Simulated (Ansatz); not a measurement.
# P3C2: the cost of one run

Method: DFT PBE, scalar-relativistic, plane waves, PAW, in Ansatz 0.2.0.

### Step 1. Starting point

The structure is trigonal, space group P-3m1 (No. 164). The conventional cell has a = 4.224 Å, b = 4.224 Å, c = 5.152 Å, α = 90.00°, β = 90.00°, γ = 120.00°. Around P (site symmetry -3m) lie 6 C at 2.58 Å. P (site symmetry 3m) is surrounded by 5 C at 2.51 to 2.64 Å. C (site symmetry 3m) has 8 P at 2.51 to 2.64 Å as nearest neighbours.

As a file:

```cif
data_structure
_symmetry_space_group_name_H-M 'P-3m1'
_symmetry_Int_Tables_number 164
_cell_length_a 4.2240
_cell_length_b 4.2240
_cell_length_c 5.1516
_cell_angle_alpha 90.000
_cell_angle_beta 90.000
_cell_angle_gamma 120.000
_cell_volume 79.60
loop_
_atom_site_label
_atom_site_type_symbol
_atom_site_symmetry_multiplicity
_atom_site_Wyckoff_symbol
_atom_site_fract_x
_atom_site_fract_y
_atom_site_fract_z
_atom_site_occupancy
P1 P 1 a 0.00000 0.00000 0.00000 1
P2 P 2 d 0.66667 0.33333 0.34967 1
C1 C 2 d 0.66667 0.33333 0.83717 1
```

A structure generator made this guess: species swapped into a database cell of In3Pt2 (P-3m1, No. 164), with P on the In sites and C on the Pt sites. The dimensions are guesses.

### Step 2. A first look at the guess

Contents of input.yaml:

```yaml
crystal:
  lattice:
    - [4.2239688, 0.0, 0.0]
    - [-2.1119844, 3.65806428, 0.0]
    - [0.0, 0.0, 5.15159923]
  atoms:
    - { symbol: P, position: [0.0, 0.0, 0.0] }
    - { symbol: P, position: [0.66666667, 0.33333333, 0.34967417] }
    - { symbol: P, position: [0.33333333, 0.66666667, 0.65032583] }
    - { symbol: C, position: [0.66666667, 0.33333333, 0.83717036] }
    - { symbol: C, position: [0.33333333, 0.66666667, 0.16282964] }
basis:
  ecutwfc: 420
kpoints:
  mp_grid: { grid: [6, 6, 4] }
hamiltonian:
  xc: pbe
scf:
  occupations: { method: gaussian, width: 0.1 }
  lower_state_search: "off"
output:
  forces: true
  stress: true
  eigenvalues: true
```

On the command line:

```sh
ansatz run input.yaml --threads 1 --pin off --max-ram 2560MiB --backend cpu --events-out ev --progress --plain --runs-dir out
```

Q: Estimate wall time and peak memory on 1 thread of Intel Xeon at 2.50GHz (Skylake/Cascade Lake), shared host.

About 5.6 s, with a peak of 0.35 GiB.
